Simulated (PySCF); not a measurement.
# C2H7BO: the cost of one run

Computed with PySCF 2.14.0, with density-fitted response routines of our own, on a single molecule in the gas phase. Atoms count from 0, in the outputs and in this text.

## Step 1: Starting geometry

11 atoms, charge 0, multiplicity 1; geometry from: GFN2-xTB. The atoms were then displaced at random by about 0.01 Å, so the start is not that level's minimum.

Bonds of the start (Å): B0–C1 1.59, C1–O2 1.43, O2–C3 1.35, B0–H4 1.17, B0–H5 1.15, C1–H6 1.11, C1–H7 1.10, C3–H8 1.12, C3–H9 1.11, C3–H10 1.11.

## Step 2: Optimising the geometry at PBE0-D3(BJ)/def2-SVP

The job: settings as JSON, then the geometry in Å.

```
{"job": {"xc": "PBE0", "basis": "def2-SVP", "d3": "d3bj", "grid": 1, "shake": 0.01, "kind": "geom"}, "charge": 0, "multiplicity": 1}
B      2.031950     0.062590    -0.193490
C      0.551070     0.092780     0.387610
O     -0.481670    -0.178090    -0.565190
C     -1.715400    -0.155900    -0.006420
H      2.194700    -0.135680    -1.336760
H      2.888090     0.310090     0.535010
H      0.368480     1.073290     0.867200
H      0.504650    -0.625880     1.214010
H     -1.858870    -0.908510     0.806530
H     -1.992860     0.823210     0.432490
H     -2.452020    -0.383740    -0.801870
```

Launch:

```sh
$ OMP_NUM_THREADS=1 python probes_run.py task.json out
```

The driver reads the jobs from task.json and runs them one after another.

**Question.** How long does this first job take on 1 thread of Arm Neoverse V2, shared host, and how much memory does it need?

About 15 s, with a peak of 0.38 GiB.
